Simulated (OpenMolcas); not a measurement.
**Ta²⁺ among point charges: CASSCF and CASPT2 levels and susceptibility**

How does a field of 6 point charges split the states of Ta²⁺, and what χT follows?

Method: state-averaged CASSCF and CASPT2, spin-orbit coupling by RASSI with atomic mean-field integrals. Code: OpenMolcas 26.06.

## 1. Starting point

| Item | Value |
| --- | --- |
| Species | Ta²⁺ (tantalum, Z = 73, 71 electrons) |
| Basis | ANO-RCC-VDZP [7s6p4d2f1g], 68 functions |
| Scalar Hamiltonian | DKH2, point nucleus |
| Inactive shells | 1s 2s 2p 3s 3p 3d 4s 4p 4d 4f 5s 5p |
| Active space | 3 electrons in 5 orbitals (5d) |
| Some configurations of this space | 5d3 |
| Orbitals | optimised for each spin and parity, averaged over all roots |

Outer shells as boxes (Hund's rule):

5d3
```
5d [↑ ][↑ ][↑ ][  ][  ]
```

The ion sits among 6 point charges of -0.8 e arranged as an octahedron (Oh), 2.19 Å from the ion.

Each step is its own input file, run in one work folder so that later steps find the files of earlier ones. Labels, J, g values, rates, χT and fits are worked out afterwards by a script from the matrices that RASSI stores. The input lists half of the charges; inversion (Group=XYZ) makes the rest.

## 2. Basis and integrals

a.inp

```
&GATEWAY
Coord
1

Ta 0.0 0.0 0.0
Basis=ANO-RCC-VDZP
Group=XYZ
NoMove
AngMom=0.0 0.0 0.0
AMFI
XField
3 Angstrom 0
2.190000 0.000000 0.000000 -0.800000
0.000000 2.190000 0.000000 -0.800000
0.000000 0.000000 2.190000 -0.800000
&SEWARD
```

Command:

```bash
OMP_NUM_THREADS=1 MOLCAS_MEM=1689 MOLCAS_PROJECT=a pymolcas a.inp > a.log
```

## 3. CASSCF: quartets of even parity, 10 roots

a.inp

```
&RASSCF
FileOrb=start.orb
Symmetry=1
Spin=4
nActEl=3 0 0
Inactive=15 19
Ras2=5 0
CIRoot=10 10 1
SDav=10
CIMx=300
Iter=120 100
PrWF=0.3
OrbListing=Nothing
MaxOrb=0
>>> COPY $Project.JobIph JOB001
```

start.orb holds the contracted functions of the basis, ordered by shell, or the orbitals of the step before.

## 4. Reference wave functions, doublets of even parity, 40 roots

a.inp

```
&RASSCF
FileOrb=start.orb
Symmetry=1
Spin=2
nActEl=3 0 0
Inactive=15 19
Ras2=5 0
CIRoot=40 40 1
SDav=40
CIMx=300
Iter=120 100
PrWF=0.3
OrbListing=Nothing
MaxOrb=0
>>> COPY $Project.JobIph JOB002
```

## 5. State interaction with spin-orbit coupling

a.inp

```
&RASSI
NrOfJobIphs=2 10 40
1 2 3 4 5 6 7 8 9 10
1 2 3 4 5 6 7 8 9 10 11 12 13 14 15 16 17 18 19 20 21 22 23 24 25 26 27
28 29 30 31 32 33 34 35 36 37 38 39 40
IphNames
JOB001
JOB002
EJob
SpinOrbit
DIPRint=1.0
SOCoupling=1000.0
Subsets=2
Property=9
'ANGMOM' 1 'ANGMOM' 2 'ANGMOM' 3 'MLTPL  1' 1 'MLTPL  1' 2 'MLTPL  1' 3
'AMFI' 1 'AMFI' 2 'AMFI' 3
SOProperty=3
'ANGMOM' 1 'ANGMOM' 2 'ANGMOM' 3
```

## 6. CASPT2: IPEA 0.25, imaginary shift 0.1 (closed shells correlated: 4f 5s 5p)

a.inp

```
>>> COPY JOB001 $Project.JobIph
&CASPT2
Multistate=10 1 2 3 4 5 6 7 8 9 10
NoMult
Frozen=14 9
IPEA=0.25
Imaginary=0.1
MaxIter=60
WThr=0.0 0.3 0.05
PrWF=0.5
NoMix
>>> COPY JOB002 $Project.JobIph
&CASPT2
Multistate=40 1 2 3 4 5 6 7 8 9 10 11 12 13 14 15 16 17 18 19 20 21 22
23 24 25 26 27 28 29 30 31 32 33 34 35 36 37 38 39 40
NoMult
Frozen=14 9
IPEA=0.25
Imaginary=0.1
MaxIter=60
WThr=0.0 0.3 0.05
PrWF=0.5
NoMix
```

(Steps that only read results are left out.)

What does the calculation give? Wanted: spin-free ground state; first state of the same spin within the active space; lowest level; next level.

As calculated:

| quantity | value |
| --- | --- |
| method | SS-CASPT2, IPEA 0.25, imaginary shift 0.1 (closed shells correlated: 4f 5s 5p) |
| spin-free ground state | 4A2, 1-fold in its orbital part |
| first state of the same spin within the active space | 4T2 at 8200 cm⁻¹ |
| lowest level | 4-fold Γ8 |
| next level | 6879.3 cm⁻¹ |
| χT at 300 K | 0.77 cm³ K/mol |
| effective moment at 300 K | 2.48 μB |

Cost by method:

| method | time of its own steps | time with the reference |
| --- | --- | --- |
| A. CASSCF | 11 s | 11 s |
| B. SS-CASPT2, IPEA 0.25, imaginary shift 0.1, +4f 5s 5p | 8 s | 19 s |

Times are of one thread on a shared host.

What this shows: The spin-free ground state (4A2) comes to 100 % from free-ion F terms and keeps the highest spin of the shell. χT at 300 K is 0.77, against 1.88 cm³ K/mol for the spin alone, so spin-orbit coupling lowers it. CASPT2 does not keep the components of a term degenerate, and the means are used. The field of point charges can differ much from that of real complexes. This is an electrostatic model: the charges have no orbitals.
